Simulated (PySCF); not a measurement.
# [Ta(OH)4]+: other functionals and bases at one geometry

How far do other levels of theory move the description of [Ta(OH)4]+, and what does each cost? The species was built from a template and needn't be a known compound.

Method: several levels, as the steps say, no spin–orbit coupling; program: PySCF 2.14.0.

3 further runs of the same task are left out: 2 for a known fault of the program, 1 that didn't finish.

### 1 The starting structure

9 atoms, charge 1, spin multiplicity 1.

Bond lengths: Ta1–O2 1.897 Å, Ta1–O4 1.897 Å, Ta1–O6 1.897 Å, Ta1–O8 1.897 Å, O2–H3 0.977 Å, O4–H5 0.977 Å, O6–H7 0.977 Å, O8–H9 0.977 Å. Angles: O2–Ta1–O4 86.2°, O2–Ta1–O6 150.3°, O2–Ta1–O8 86.2°, O4–Ta1–O6 86.2°, O4–Ta1–O8 150.3°, O6–Ta1–O8 86.2°, Ta1–O2–H3 138.1°, Ta1–O4–H5 138.1°, Ta1–O6–H7 138.1°, Ta1–O8–H9 138.1°.

As a file:

```
Ta    0.0000    0.0000   -0.2344
O     1.8253   -0.1789    0.2514
H     2.5059    0.3365    0.7274
O     0.1789    1.8253    0.2514
H    -0.3365    2.5059    0.7274
O    -1.8253    0.1789    0.2514
H    -2.5059   -0.3365    0.7274
O    -0.1789   -1.8253    0.2514
H     0.3365   -2.5059    0.7274
```

Formal oxidation states: Ta +5. An earlier session relaxed this geometry at PBE, Ta def2-SVP with ECP60, O def2-SVP, H def2-SVP (singlet, point group C4).

At PBE on the finer grid: E = -359.700444 Eh, HOMO -12.23 eV, LUMO -9.99 eV, Mulliken charge on Ta1 +1.21 e, largest force component 0.004 eV/Å. 

Levels to run: PBE0; HF; wB97X; r2SCAN; PBE, TZVP; PBE, x2c-SVP. Hardware: 2 threads of Arm Neoverse V2, shared host.

### 2 PBE0

File run.py (the lines that set the calculation):

```python
mol = gto.M(atom='''
Ta     0.00000     0.00000    -0.23445
O      1.82532    -0.17892     0.25139
H      2.50585     0.33648     0.72744
O      0.17892     1.82532     0.25139
H     -0.33648     2.50585     0.72744
O     -1.82532     0.17892     0.25139
H     -2.50585    -0.33648     0.72744
O     -0.17892    -1.82532     0.25139
H      0.33648    -2.50585     0.72744''',
    basis={'Ta': 'def2-SVP', 'O': 'def2-SVP', 'H': 'def2-SVP'},
    ecp={'Ta': 'def2-SVP'},
    charge=1, spin=0)
mf = dft.RKS(mol, xc='PBE0')
mf.grids.atom_grid = (75, 302)
mf = mf.density_fit()  # fitting sets: Ta def2-universal-JKFIT, O def2-universal-JKFIT, H def2-universal-JKFIT
mf.conv_tol = 1e-08; mf.max_cycle = 55
mf.kernel(dm0)  # dm0: the density of the relaxed state
```

Command:

```bash
> OMP_NUM_THREADS=2 python run.py
```

Output:

```text
init E= -359.623857009447
  HOMO = -0.518570039902508  LUMO = -0.327001236463641  gap/eV = 5.21285
cycle= 1 E= -359.623518341801  delta_E= 0.000339  |g|= 0.167  |ddm|= 0.319
  HOMO = -0.503985199848708  LUMO = -0.371135618148084  gap/eV = 3.61502
cycle= 2 E= -359.590832849498  delta_E= 0.0327  |g|= 0.419  |ddm|= 0.472
  HOMO = -0.516053371161277  LUMO = -0.34480738115451  gap/eV = 4.65984
cycle= 3 E= -359.630201554168  delta_E= -0.0394  |g|= 0.0132  |ddm|= 0.32
  HOMO = -0.513980288725153  LUMO = -0.34224719127122  gap/eV = 4.67310
cycle= 4 E= -359.630239416751  delta_E= -3.79e-05  |g|= 0.00264  |ddm|= 0.0153
  HOMO = -0.514221992874706  LUMO = -0.34249842792152  gap/eV = 4.67284
cycle= 5 E= -359.630241441306  delta_E= -2.02e-06  |g|= 0.000468  |ddm|= 0.00337
  HOMO = -0.514210315680395  LUMO = -0.342514051194133  gap/eV = 4.67209
cycle= 6 E= -359.630241539205  delta_E= -9.79e-08  |g|= 0.000132  |ddm|= 0.000927
  HOMO = -0.514213953350256  LUMO = -0.342516365443039  gap/eV = 4.67213
cycle= 7 E= -359.630241549831  delta_E= -1.06e-08  |g|= 2.88e-05  |ddm|= 0.000353
  HOMO = -0.514213121977228  LUMO = -0.342516117245442  gap/eV = 4.67211
cycle= 8 E= -359.630241550662  delta_E= -8.31e-10  |g|= 1.07e-05  |ddm|= 0.000123
  HOMO = -0.514213466033398  LUMO = -0.342515305662108  gap/eV = 4.67214
Extra cycle  E= -359.630241550593  delta_E= 6.9e-11  |g|= 2.31e-05  |ddm|= 2.85e-05
converged SCF energy = -359.630241550593
```

Wall time 7.1 s (2 threads of Arm Neoverse V2, shared host).

Read off: E = -359.630242 Eh, HOMO -13.99 eV, LUMO -9.32 eV, Mulliken charge on Ta1 +1.45 e, largest force component 0.882 eV/Å. 

### 3 HF

run.py (the lines that set the calculation), as its differences from that of step 2:

```diff
@@ -13,4 +13,3 @@
     charge=1, spin=0)
-mf = dft.RKS(mol, xc='PBE0')
-mf.grids.atom_grid = (75, 302)
+mf = scf.RHF(mol)
 mf = mf.density_fit()  # fitting sets: Ta def2-universal-JKFIT, O def2-universal-JKFIT, H def2-universal-JKFIT
```

Command:

```bash
> OMP_NUM_THREADS=2 python run.py
```

Output:

```text
init E= -357.709278676468
  HOMO = -0.658468898547008  LUMO = -0.185525976721962  gap/eV = 12.86943
cycle= 1 E= -357.782902808545  delta_E= -0.0736  |g|= 0.262  |ddm|= 0.791
  HOMO = -0.661020127699631  LUMO = -0.271470167736538  gap/eV = 10.60019
cycle= 2 E= -357.789745737636  delta_E= -0.00684  |g|= 0.175  |ddm|= 0.415
  HOMO = -0.668740885106034  LUMO = -0.238686682489675  gap/eV = 11.70237
cycle= 3 E= -357.796884985512  delta_E= -0.00714  |g|= 0.0345  |ddm|= 0.163
  HOMO = -0.664156140824094  LUMO = -0.2380043789571  gap/eV = 11.59618
cycle= 4 E= -357.797177853978  delta_E= -0.000293  |g|= 0.00907  |ddm|= 0.0319
  HOMO = -0.66533227716732  LUMO = -0.239957016089516  gap/eV = 11.57505
cycle= 5 E= -357.797221455042  delta_E= -4.36e-05  |g|= 0.00223  |ddm|= 0.0168
  HOMO = -0.665290426275996  LUMO = -0.239836720295429  gap/eV = 11.57719
cycle= 6 E= -357.797228015167  delta_E= -6.56e-06  |g|= 0.00059  |ddm|= 0.00769
  HOMO = -0.665325310054281  LUMO = -0.239765042447427  gap/eV = 11.58008
cycle= 7 E= -357.797228431367  delta_E= -4.16e-07  |g|= 0.000236  |ddm|= 0.00166
  HOMO = -0.665322744261244  LUMO = -0.239756813729514  gap/eV = 11.58024
cycle= 8 E= -357.797228508041  delta_E= -7.67e-08  |g|= 7.75e-05  |ddm|= 0.000762
  HOMO = -0.665321702142439  LUMO = -0.239753580531996  gap/eV = 11.58030
cycle= 9 E= -357.797228515943  delta_E= -7.9e-09  |g|= 2.17e-05  |ddm|= 0.000258
  HOMO = -0.665320848330105  LUMO = -0.239752274372862  gap/eV = 11.58031
Extra cycle  E= -357.797228516365  delta_E= -4.22e-10  |g|= 1.15e-05  |ddm|= 3.75e-05
converged SCF energy = -357.797228516365
```

It took 2.5 s on 2 threads of Arm Neoverse V2, shared host.

It gives: E = -357.797229 Eh, HOMO -18.10 eV, LUMO -6.52 eV, Mulliken charge on Ta1 +2.07 e, largest force component 1.939 eV/Å. 

### 4 wB97X

run.py (the lines that set the calculation), as its differences from that of step 3:

```diff
@@ -13,3 +13,4 @@
     charge=1, spin=0)
-mf = scf.RHF(mol)
+mf = dft.RKS(mol, xc='WB97X')
+mf.grids.atom_grid = (75, 302)
 mf = mf.density_fit()  # fitting sets: Ta def2-universal-JKFIT, O def2-universal-JKFIT, H def2-universal-JKFIT
```

Command:

```bash
> OMP_NUM_THREADS=2 python run.py
```

Output:

```text
init E= -359.877395035896
  HOMO = -0.609990826022905  LUMO = -0.242555560775944  gap/eV = 9.99842
cycle= 1 E= -359.88584450398  delta_E= -0.00845  |g|= 0.164  |ddm|= 0.324
  HOMO = -0.594757103996014  LUMO = -0.287135226618283  gap/eV = 8.37082
cycle= 2 E= -359.881460803762  delta_E= 0.00438  |g|= 0.218  |ddm|= 0.31
  HOMO = -0.60732368897983  LUMO = -0.265955627467264  gap/eV = 9.28910
cycle= 3 E= -359.891354527809  delta_E= -0.00989  |g|= 0.018  |ddm|= 0.169
  HOMO = -0.60457266027782  LUMO = -0.263770769359812  gap/eV = 9.27369
cycle= 4 E= -359.891429278282  delta_E= -7.48e-05  |g|= 0.0066  |ddm|= 0.0161
  HOMO = -0.604833501745034  LUMO = -0.264819285987549  gap/eV = 9.25226
cycle= 5 E= -359.891450452787  delta_E= -2.12e-05  |g|= 0.00124  |ddm|= 0.0125
  HOMO = -0.604811995983118  LUMO = -0.264800054123466  gap/eV = 9.25220
cycle= 6 E= -359.891453943407  delta_E= -3.49e-06  |g|= 0.000474  |ddm|= 0.00621
  HOMO = -0.6048326193499  LUMO = -0.264753356238039  gap/eV = 9.25403
cycle= 7 E= -359.891454392328  delta_E= -4.49e-07  |g|= 0.00015  |ddm|= 0.0024
  HOMO = -0.604829708724029  LUMO = -0.264746391919083  gap/eV = 9.25414
cycle= 8 E= -359.891454435412  delta_E= -4.31e-08  |g|= 5.48e-05  |ddm|= 0.000703
  HOMO = -0.60482843319045  LUMO = -0.264746910635328  gap/eV = 9.25409
cycle= 9 E= -359.891454442071  delta_E= -6.66e-09  |g|= 1.89e-05  |ddm|= 0.0003
  HOMO = -0.604827186901005  LUMO = -0.264746462828747  gap/eV = 9.25407
Extra cycle  E= -359.891454442721  delta_E= -6.49e-10  |g|= 1.1e-05  |ddm|= 6.39e-05
converged SCF energy = -359.891454442721
```

It took 9.1 s on 2 threads of Arm Neoverse V2, shared host.

Result: E = -359.891454 Eh, HOMO -16.46 eV, LUMO -7.20 eV, Mulliken charge on Ta1 +1.49 e, largest force component 1.032 eV/Å. 

### 5 r2SCAN

run.py (the lines that set the calculation), as its differences from that of step 4:

```diff
@@ -13,3 +13,3 @@
     charge=1, spin=0)
-mf = dft.RKS(mol, xc='WB97X')
+mf = dft.RKS(mol, xc='R2SCAN')
 mf.grids.atom_grid = (75, 302)
```

Command:

```bash
> OMP_NUM_THREADS=2 python run.py
```

Output:

```text
init E= -359.853312964915
  HOMO = -0.470283320923714  LUMO = -0.353293844156131  gap/eV = 3.18345
cycle= 1 E= -359.849966025217  delta_E= 0.00335  |g|= 0.164  |ddm|= 0.301
  HOMO = -0.45144767004608  LUMO = -0.387117998096759  gap/eV = 1.75050
cycle= 2 E= -359.77364367027  delta_E= 0.0763  |g|= 0.602  |ddm|= 0.608
  HOMO = -0.464473563844023  LUMO = -0.362161364225997  gap/eV = 2.78406
cycle= 3 E= -359.856570871197  delta_E= -0.0829  |g|= 0.00898  |ddm|= 0.466
  HOMO = -0.464359069152116  LUMO = -0.361489731464243  gap/eV = 2.79922
cycle= 4 E= -359.856589818601  delta_E= -1.89e-05  |g|= 0.00111  |ddm|= 0.0075
  HOMO = -0.464481935180617  LUMO = -0.36160096432754  gap/eV = 2.79953
cycle= 5 E= -359.856590002526  delta_E= -1.84e-07  |g|= 0.000413  |ddm|= 0.00102
  HOMO = -0.464457863843707  LUMO = -0.361541912310027  gap/eV = 2.80049
cycle= 6 E= -359.856590051471  delta_E= -4.89e-08  |g|= 5.1e-05  |ddm|= 0.000459
  HOMO = -0.464461844823812  LUMO = -0.361543371688569  gap/eV = 2.80055
cycle= 7 E= -359.856590051478  delta_E= -6.71e-12  |g|= 4.96e-05  |ddm|= 7e-05
  HOMO = -0.464461101119338  LUMO = -0.36154484273434  gap/eV = 2.80049
Extra cycle  E= -359.856590046794  delta_E= 4.68e-09  |g|= 0.000154  |ddm|= 0.000154
converged SCF energy = -359.856590046794
```

It took 11 s on 2 threads of Arm Neoverse V2, shared host.

Read off: E = -359.856590 Eh, HOMO -12.64 eV, LUMO -9.84 eV, Mulliken charge on Ta1 +1.43 e, largest force component 0.440 eV/Å. 

### 6 PBE, TZVP

Basis: Ta def2-TZVP with ECP60, O def2-TZVP, H def2-TZVP. 

run.py (the lines that set the calculation), as its differences from that of step 5:

```diff
@@ -10,6 +10,6 @@
 H      0.33648    -2.50585     0.72744''',
-    basis={'Ta': 'def2-SVP', 'O': 'def2-SVP', 'H': 'def2-SVP'},
-    ecp={'Ta': 'def2-SVP'},
+    basis={'Ta': 'def2-TZVP', 'O': 'def2-TZVP', 'H': 'def2-TZVP'},
+    ecp={'Ta': 'def2-TZVP'},
     charge=1, spin=0)
-mf = dft.RKS(mol, xc='R2SCAN')
+mf = dft.RKS(mol, xc='PBE')
 mf.grids.atom_grid = (75, 302)
@@ -17,2 +17,2 @@
 mf.conv_tol = 1e-08; mf.max_cycle = 55
-mf.kernel(dm0)  # dm0: the density of the relaxed state
+mf.kernel(dm0)  # dm0: free metal ions and neutral atoms
```

Command:

```bash
> OMP_NUM_THREADS=2 python run.py
```

Output:

```text
init E= -359.719650071303
  HOMO = -0.651947147139912  LUMO = -0.422189934214085  gap/eV = 6.25201
cycle= 1 E= -359.389554991452  delta_E= 0.33  |g|= 1.93  |ddm|= 2.63
  HOMO = -0.235927028465567  LUMO = -0.217909921571834  gap/eV = 0.49027
cycle= 2 E= -349.876669363141  delta_E= 9.51  |g|= 6.47  |ddm|=  4.8
  HOMO = -0.402144675346033  LUMO = -0.238826048661359  gap/eV = 4.44413
cycle= 3 E= -359.799835829988  delta_E= -9.92  |g|= 0.995  |ddm|=  4.5
  HOMO = -0.477436829411384  LUMO = -0.413357463939686  gap/eV = 1.74369
cycle= 4 E= -360.005584902179  delta_E= -0.206  |g|= 0.551  |ddm|= 1.23
  HOMO = -0.449706605996009  LUMO = -0.374843622481738  gap/eV = 2.03713
cycle= 5 E= -360.076075313531  delta_E= -0.0705  |g|= 0.113  |ddm|= 0.323
  HOMO = -0.452701007710476  LUMO = -0.372177393652862  gap/eV = 2.19116
cycle= 6 E= -360.078329272888  delta_E= -0.00225  |g|= 0.0487  |ddm|= 0.0524
  HOMO = -0.453502437386175  LUMO = -0.370086647694009  gap/eV = 2.26986
cycle= 7 E= -360.078835430781  delta_E= -0.000506  |g|= 0.00131  |ddm|= 0.0279
  HOMO = -0.453342164410306  LUMO = -0.370069627312947  gap/eV = 2.26596
cycle= 8 E= -360.078835760575  delta_E= -3.3e-07  |g|= 0.000433  |ddm|= 0.00138
  HOMO = -0.45335522411651  LUMO = -0.370063425140614  gap/eV = 2.26649
cycle= 9 E= -360.078835795127  delta_E= -3.46e-08  |g|= 5.77e-05  |ddm|= 0.000234
  HOMO = -0.453357938951911  LUMO = -0.37006112283607  gap/eV = 2.26662
cycle= 10 E= -360.078835795895  delta_E= -7.68e-10  |g|= 3.49e-06  |ddm|= 4.47e-05
  HOMO = -0.453358178670715  LUMO = -0.370061654131717  gap/eV = 2.26661
Extra cycle  E= -360.078835795891  delta_E= 3.75e-12  |g|= 4.71e-06  |ddm|= 6.48e-06
converged SCF energy = -360.078835795891
```

Wall time 21 s (2 threads of Arm Neoverse V2, shared host).

Read off: E = -360.078836 Eh, HOMO -12.34 eV, LUMO -10.07 eV, Mulliken charge on Ta1 +1.52 e, largest force component 0.609 eV/Å. 

### 7 PBE, x2c-SVP

Basis: Ta x2c-SVPall, O x2c-SVPall, H x2c-SVPall. All electrons are treated, with the spin-free X2C Hamiltonian.

File run.py (the lines that set the calculation):

```python
mol = gto.M(atom='''
Ta     0.00000     0.00000    -0.23445
O      1.82532    -0.17892     0.25139
H      2.50585     0.33648     0.72744
O      0.17892     1.82532     0.25139
H     -0.33648     2.50585     0.72744
O     -1.82532     0.17892     0.25139
H     -2.50585    -0.33648     0.72744
O     -0.17892    -1.82532     0.25139
H      0.33648    -2.50585     0.72744''',
    basis={'Ta': 'x2c-SVPall', 'O': 'x2c-SVPall', 'H': 'x2c-SVPall'},
    nucmod='G',
    charge=1, spin=0)
mf = dft.RKS(mol, xc='PBE')
mf.grids.atom_grid = (99, 590)
mf = mf.density_fit()  # fitting sets: Ta AutoAux, O AutoAux, H AutoAux
mf = mf.sfx2c1e()
mf.conv_tol = 1e-08; mf.max_cycle = 55
mf.kernel(dm0)  # dm0: free metal ions and neutral atoms
```

Command:

```bash
> OMP_NUM_THREADS=2 python run.py
```

Output:

```text
init E= -15907.7737262876
  HOMO = -0.64184625292022  LUMO = -0.42407389316635  gap/eV = 5.92589
cycle= 1 E= -15906.8685000502  delta_E= 0.905  |g|= 1.82  |ddm|= 3.52
  HOMO = -0.25619796597797  LUMO = -0.233054033115579  gap/eV = 0.62978
cycle= 2 E= -15897.2685486394  delta_E=  9.6  |g|= 6.31  |ddm|= 6.05
  HOMO = -0.406981057445607  LUMO = -0.262548088852332  gap/eV = 3.93022
cycle= 3 E= -15907.3159213797  delta_E=  -10  |g|= 0.87  |ddm|= 5.63
  HOMO = -0.478732582195361  LUMO = -0.417737629681007  gap/eV = 1.65976
cycle= 4 E= -15907.4638666568  delta_E= -0.148  |g|= 0.51  |ddm|= 1.25
  HOMO = -0.452527528476885  LUMO = -0.382009675535981  gap/eV = 1.91889
cycle= 5 E= -15907.5200602016  delta_E= -0.0562  |g|= 0.113  |ddm|= 0.334
  HOMO = -0.454793258931661  LUMO = -0.37831182755407  gap/eV = 2.08117
cycle= 6 E= -15907.5227714627  delta_E= -0.00271  |g|= 0.0366  |ddm|= 0.074
  HOMO = -0.45522620998088  LUMO = -0.376878103496413  gap/eV = 2.13196
cycle= 7 E= -15907.5230326454  delta_E= -0.000261  |g|= 0.00169  |ddm|= 0.0245
  HOMO = -0.45513610252225  LUMO = -0.376935111516765  gap/eV = 2.12796
cycle= 8 E= -15907.5230326199  delta_E= 2.55e-08  |g|= 0.00125  |ddm|= 0.00183
  HOMO = -0.45513314058041  LUMO = -0.376857577242316  gap/eV = 2.12999
cycle= 9 E= -15907.5230330063  delta_E= -3.86e-07  |g|= 5.16e-05  |ddm|= 0.000974
  HOMO = -0.455135260196176  LUMO = -0.376860033430972  gap/eV = 2.12998
cycle= 10 E= -15907.5230330069  delta_E= -6.11e-10  |g|= 1.01e-05  |ddm|= 5.71e-05
  HOMO = -0.455137079741826  LUMO = -0.376858910471061  gap/eV = 2.13006
Extra cycle  E= -15907.5230330067  delta_E= 2.15e-10  |g|= 3.2e-05  |ddm|= 2.94e-05
converged SCF energy = -15907.5230330067
```

Wall time 42 s (2 threads of Arm Neoverse V2, shared host).

Result: E = -15907.523033 Eh, HOMO -12.38 eV, LUMO -10.25 eV, Mulliken charge on Ta1 +1.01 e, largest force component 1.064 eV/Å. 

### 8 Results

| level | state | HOMO (eV) | gap (eV) | charge on Ta1 (e) | dipole (D) | largest force (eV/Å) | basis functions | time |
| --- | --- | --- | --- | --- | --- | --- | --- | --- |
| PBE (relaxed here) | singlet | -12.23 | 2.24 | 1.21 | 0.60 | 0.00 | 108 | 15 s |
| PBE0 | singlet | -13.99 | 4.67 | 1.45 | 0.35 | 0.88 | 108 | 7.1 s |
| HF | singlet | -18.10 | 11.58 | 2.07 | 0.35 | 1.94 | 108 | 2.5 s |
| wB97X | singlet | -16.46 | 9.25 | 1.49 | 0.21 | 1.03 | 108 | 9.1 s |
| r2SCAN | singlet | -12.64 | 2.80 | 1.43 | 0.43 | 0.44 | 108 | 11 s |
| PBE, TZVP | singlet | -12.34 | 2.27 | 1.52 | 0.40 | 0.61 | 188 | 21 s |
| PBE, x2c-SVP | singlet | -12.38 | 2.13 | 1.01 | 0.68 | 1.06 | 142 | 42 s |

Times are on 2 threads of Arm Neoverse V2, shared host; the first row also made further properties. The dipole of a charged species depends on the origin, so these sizes hold for this origin alone.

In one basis the HOMO–LUMO gap runs from 2.24 eV (PBE) to 11.58 eV (HF). The largest leftover force, 1.94 eV/Å with HF, stands at a geometry relaxed at another level. The Mulliken charge on Ta spans +1.01 to +2.07 e over the levels. Total energies of different levels can't be compared. Spin–orbit coupling is left out throughout.
